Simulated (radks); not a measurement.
# Re⁴²⁺ in [Ar] 3d10 4s1.5 4p3 4f0.5: an all-electron calculation

The task here is to estimate one member of a computed series from the others.

Program: radks (a radial shooting solver on a logarithmic mesh, Libxc functionals) version 1. Level of theory: scalar-relativistic Kohn-Sham, RPBE, spin-polarised, spherical densities, finite nucleus; open shells are filled with parallel spins first. These are calculated values, not measurements, unless marked.

## Starting point

```
element            : rhenium (Z = 75)
charge             : +42
electrons          : 33
configuration      : [Ar] 3d10 4s1.5 4p3 4f0.5
nuclear rms radius : 5.3698 fm
```

The first run:

Settings of this run:

```text
Z 75
configuration [Ar] 3d10 4s1.5 4p3 4f0.5
relativity scalar-relativistic
functional rpbe,pbe
spin polarised
nucleus finite rms 5.3698 fm
c 137.035999084
```

Command:

```bash
python run_ks.py task.json out
```

All runs below come from this command, one after another.

One of the session's tables, all rows but one given; the rest of the session is left out.

It belongs to the step «Orbitals and density». Sizes of the orbitals, from the radial functions (bohr):

```
  level      <r>  outermost maximum (interpolated)  90 % within  nodes
  1s up  0.01804                            0.0112       0.0329      0
1s down  0.01804                            0.0112       0.0329      0
  2s up  0.07612                            0.0645        0.118      1
2s down  0.07612                            0.0645        0.118      1
  2p up  0.06823                            0.0530        0.111      0
2p down  0.06823                            0.0530        0.111      0
  3s up   0.1946                             0.181        0.285      2
3s down   0.1945                             0.181        0.284      2
  3p up   0.1942                             0.179        0.290      1
3p down   0.1941                             0.179        0.289      1
  3d up   0.1750                             0.145        0.270      0
3d down   0.1748                             0.145        0.270      0
  4s up        ?                                 ?            ?      ?
4s down   0.3908                             0.384        0.552      3
  4p up   0.4008                             0.396        0.570      2
4p down   0.4014                             0.395        0.572      2
  4f up   0.3678                             0.323        0.541      0
4f down   0.3667                             0.320        0.541      0
```

**Question.** Estimate the row for 4s up.

As computed: <r>: 0.3905; outermost maximum (interpolated): 0.385; 90 % within: 0.551; nodes: 3. In the column «<r>» it lies between 4f up (0.3678) and 4s down (0.3908).
